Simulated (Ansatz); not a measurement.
# La (hcp type): how the settings move a single-point run

How sensitive is a single-point run of La (hcp type) to its settings? A reference run comes first, then one run with altered input.

Computed with Ansatz 0.2.0 (reference: DFT, LDA, all-electron LAPW, scalar-relativistic, unless a step's input says otherwise).

1 further run of the same task is left out (it didn't finish). Runs told in other sessions of the task aren't counted.

### Step 1. The starting structure

It takes space group P6_3/mmc (No. 194, hexagonal). Conventional cell: a = 2.807 Å, b = 2.807 Å, c = 4.789 Å, α = 90.00°, β = 90.00°, γ = 120.00°. Around La (site symmetry -6m2) lie 12 La at 2.81 to 2.89 Å.

Coordinates:

```cif
data_structure
_symmetry_space_group_name_H-M 'P6_3/mmc'
_symmetry_Int_Tables_number 194
_cell_length_a 2.8073
_cell_length_b 2.8073
_cell_length_c 4.7887
_cell_angle_alpha 90.000
_cell_angle_beta 90.000
_cell_angle_gamma 120.000
_cell_volume 32.68
loop_
_atom_site_label
_atom_site_type_symbol
_atom_site_symmetry_multiplicity
_atom_site_Wyckoff_symbol
_atom_site_fract_x
_atom_site_fract_y
_atom_site_fract_z
_atom_site_occupancy
La1 La 2 c 0.33333 0.66667 0.25000 1
```

### Step 2. Baseline

File input.yaml:

```yaml
crystal:
  lattice:
    - [2.8072525977, 0.0, 0.0]
    - [-1.4036262988, 2.4311520644, 0.0]
    - [0.0, 0.0, 4.7887126918]
  atoms:
    - { symbol: La, position: [0.3333333333, 0.6666666667, 0.25] }
    - { symbol: La, position: [0.6666666667, 0.3333333333, 0.75] }
kpoints:
  mp_grid: { grid: [12, 12, 7] }
scf:
  occupations: { method: fermi_dirac, width: 0.08 }
hamiltonian:
  xc: lda
  pseudopotentials: { kind: all_electron, lapw: { basis_error: 0.001 } }
output:
  forces: true
  stress: true
  eigenvalues: true
  populations: true
```

Started as:

```bash
$ ansatz run input.yaml --threads 1 --pin off --max-ram 2048MiB --backend cpu --events-out ev --progress --plain --runs-dir out
```

### Step 3. Changed: mp_grid.grid [4, 4, 2], mixing.algorithm msr1, mixing.beta 0.9, accuracy low

Changes to input.yaml since step 2:

```diff
@@ -9,5 +9,6 @@
 kpoints:
-  mp_grid: { grid: [12, 12, 7] }
+  mp_grid: { grid: [4, 4, 2] }
 scf:
   occupations: { method: fermi_dirac, width: 0.08 }
+  mixing: { algorithm: msr1, beta: 0.9 }
 hamiltonian:
@@ -20 +21,2 @@
   populations: true
+accuracy: low
```

What does the calculation give? Wanted: for each run, ending; energy change; pressure; gap; force.

As calculated:

```csv
run,ending,energy change,pressure (GPa),gap (eV),force (eV/Å),cycles,time
reference,converged,0,84.8,0.00,0.00,8,22 s
"1: mp_grid.grid [4, 4, 2], mixing.algorithm msr1, mixing.beta 0.9, accuracy low",converged,+108.3 meV/atom,88.4,0.00,0.00,8,3.7 s
```

Residual by cycle in the longest SCF loop of each run; runs are numbered as in the table. The quantity is the density residual dr2, in eV.

```csv
cycle,reference,run 1
1,0.0794,0.0394
2,0.0344,0.00823
3,0.0105,0.00315
4,0.00208,0.00104
5,2.1e-5,6.9e-5
6,1.0e-6,2.4e-6
7,1.1e-7,2.8e-7
8,7.6e-9,1.2e-8
```

What this shows: Changing the k-point mesh, mixing and accuracy level moves the energy by +108.3 meV/atom, and the pressure goes from 84.8 to 88.4 GPa. Mixing only sets the path, so the shift comes from the other change. Cost: 3.7 s against 22 s. The structure is not at rest: the sound run finds 85 GPa, so these are no properties of the relaxed crystal. 
